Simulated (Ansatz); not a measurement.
**CH₄S₂Si: how energies converge with the basis set**

Aim: see how fast density functionals converge with the basis set for CH₄S₂Si.

Program: Ansatz 0.2.0, Gaussian basis. Level of theory: one geometry, several basis sets. These are calculated values, not measurements.

Levels to be run: PBE0-D4/def2-SVP; ωB97M-V/def2-SVP; PBE0-D4/def2-QZVPP; ωB97M-V/def2-QZVPP; the functionals' def2-TZVPP values are taken from earlier runs.

## 1. The relaxed structure

All runs share one geometry, relaxed beforehand with PBE0-D4 in a triple-zeta def2 set.

SMILES `CS[Si]S`, 8 atoms, charge 0, spin multiplicity 1.

Atoms are counted from 1 here; the program's logs count them from 0.

Bond lengths: C1–S2 1.808 Å, C1–H5 1.090 Å, C1–H6 1.090 Å, C1–H7 1.090 Å, S2–Si3 2.128 Å, Si3–S4 2.147 Å, S4–H8 1.344 Å. Angles: S2–C1–H5 106.8°, S2–C1–H6 110.9°, S2–C1–H7 110.9°, H5–C1–H6 108.8°, H5–C1–H7 108.8°, H6–C1–H7 110.5°, C1–S2–Si3 113.2°, S2–Si3–S4 106.0°, Si3–S4–H8 102.9°.

## 2. PBE0-D4 in def2-SVP

Input file in.yaml:

```yaml
crystal:
  periodic: [false, false, false]
  atoms:
    - {symbol: C, position_ang: [-0.071825, 1.051234, -0.291173]}
    - {symbol: S, position_ang: [0.162895, 0.625569, 1.450279]}
    - {symbol: Si, position_ang: [0.299000, -1.470823, 1.791123]}
    - {symbol: S, position_ang: [0.104018, -2.397719, -0.136120]}
    - {symbol: H, position_ang: [-0.129783, 2.138178, -0.344514]}
    - {symbol: H, position_ang: [-1.002123, 0.630032, -0.672449]}
    - {symbol: H, position_ang: [0.773390, 0.713965, -0.891268]}
    - {symbol: H, position_ang: [-0.043271, -1.347435, -0.961580]}
basis:
  gaussian: {orbitals: def2-SVP}
hamiltonian: {xc: pbe0, dispersion: d4}
output: {orbitals: {seedname: orbitals}}
```

After this run come: ωB97M-V in def2-SVP; PBE0-D4 in def2-QZVPP; ωB97M-V in def2-QZVPP.

Q: Predict the results of all the runs planned. Wanted: PBE0-D4: double and triple zeta above quadruple; ωB97M-V: double and triple zeta above quadruple.

As calculated:

```
                                       quantity           value
PBE0-D4: double and triple zeta above quadruple  12.53, 0.98 eV
ωB97M-V: double and triple zeta above quadruple  12.53, 0.94 eV
```

In words: PBE0-D4 gains 11.56 eV from double to triple zeta, then 0.98 eV more. Total energies overstate the basis error of differences, where much of it tends to cancel.
